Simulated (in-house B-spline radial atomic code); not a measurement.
**Pd³²⁺: ionisation energy by several methods**

Aim: the ionisation energy of Pd³²⁺ by several methods, each as the difference of two self-consistent energies (Pd³²⁺ and the next ion, [Ne] 3s2 3p1).

Program: in-house B-spline radial atomic code version 1. Level of theory: non-relativistic, several functionals, spin-polarised, exact exchange averaged over the configuration; spherical all-electron atom at the radial basis limit. These are calculated values, not measurements, unless marked.

## 1. The system

* element: palladium (Z = 46)
* charge: +32
* electrons: 14
* configuration: [Ne] 3s2 3p2
* nucleus: point

The outer shells:

[Ne] 3s2 3p2
```
[Ne] core
3s [↑↓]
3p [↑ ][↑ ][  ]
```

Where spins are not typed, each open shell is filled with up spins first.

## 2. LC-ωPBE, a range-separated hybrid

Settings of the run:

```ini
Z = 46
electrons = 14.0
configuration = [Ne] 3s2 3p2
hamiltonian = nr
method = lc_wpbe
spin_polarised = True
exact_exchange = averaged over the configuration
```

The run is started by

```sh
python run_scf.py task.json out
```

The settings of every run stand in task.json; they run in order.

## 3. B97-1, a global hybrid

Settings: those of step 2 with these lines changed.

```diff
@@ -4,3 +4,3 @@
 hamiltonian = nr
-method = lc_wpbe
+method = b97_1
 spin_polarised = True
```

## 4. r2SCAN0, a global hybrid

Settings: those of step 3 with these lines changed.

```diff
@@ -4,3 +4,3 @@
 hamiltonian = nr
-method = b97_1
+method = r2scan0
 spin_polarised = True
```

Q: The tabulated ionisation energy is 1962 ± 4 eV (semi-empirical; NIST Atomic Spectra Database). What does each method give, and which comes nearest?

**Answer**, as computed:

| method | rung | total energy (hartree) | ΔSCF (eV) | −ε highest (eV) | ΔSCF less tabulated (eV) |
| --- | --- | --- | --- | --- | --- |
| B97-1 | global hybrid | -4146.3591 | 1920.80 | 1894.46 (3p up) | -41.20 |
| r2SCAN0 | global hybrid | -4146.4550 | 1920.81 | 1896.57 (3p up) | -41.19 |
| LC-ωPBE | range-separated hybrid | -4146.1706 | 1920.64 | 1893.22 (3p up) | -41.36 |

What this shows: The tabulated ionisation energy is 1962 ± 4 eV (semi-empirical; NIST Atomic Spectra Database). r2SCAN0 comes nearest (-41.19 eV) and LC-ωPBE is farthest (-41.36 eV, 2.1 %). All methods miss on the same side by much the same amount, which points to something that they share. These runs lack relativity altogether, which can outweigh the gaps between the methods, so the nearest may be so by luck. These runs leave out relativity, which matters at this nuclear charge. Open shells are averaged (over orientations, and over spins where the run is restricted), while tables refer to the lowest levels.
